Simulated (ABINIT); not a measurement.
**Bi2Te3 (Tellurobismuthite): single point with PBEsol**

Bi2Te3 (Tellurobismuthite):

```
Bi Te
1.0
     2.19300    1.26613   10.16567
    -2.19300    1.26613   10.16567
     0.00000   -2.53226   10.16567
Bi Te
2 3
Cartesian
  0.0000 0.0000 18.2982
  0.0000 0.0000 12.1988
  0.0000 0.0000 24.1079
  0.0000 0.0000 6.3891
  0.0000 0.0000 0.0000
```

* Program: ABINIT 10.8.3 (patched build)
* Task: single point
* Functional: PBEsol
* Potentials or basis: PseudoDojo NC SR PBEsol v0.4.1 standard
* Cutoff: 925 eV
* k mesh: 5 × 5 × 5
* Occupations: fermi-dirac, width 0.05 eV
* Spin: no spin polarisation

```json
{
  "Pressure": "-0.9 GPa",
  "Largest force": "0.089 eV/Å",
  "Band gap on the k mesh": "0.24 eV, direct",
  "Valence electrons inside the program's atomic spheres": "Bi 10.70; Te 11.93, 11.94"
}
```

Forces on the atoms (eV/Å):
```
Bi   0.000  0.000 -0.007
Bi   0.000  0.000  0.007
Te   0.000  0.000 -0.089
Te   0.000  0.000  0.089
Te   0.000  0.000  0.000
```

Stress tensor (GPa, compression positive):
```
-0.78  0.00  0.00
 0.00 -0.78  0.00
 0.00  0.00 -1.09
```

Levels at points of the mesh, in eV from the valence-band top:
```csv
k point,band 36,band 37,band 38,band 39,band 40,band 41,band 42,band 43
"(0.00, 0.00, 0.00)",-1.69,-0.85,-0.85,0.00,0.24,0.64,0.64,1.96
```

It took 7.4 min on 4 MPI ranks on Intel(R) Xeon(R) Platinum 8488C (Sapphire Rapids), with other jobs on the host, peak memory 2.1 GiB a rank.

Caveat: the cutoff is short for stress, so the pressure is rough; spin-orbit coupling is left out, which as a rule narrows the gap of such compounds by several tenths of an eV; an odd mesh through Γ misses points on the zone boundary, where band edges often lie.
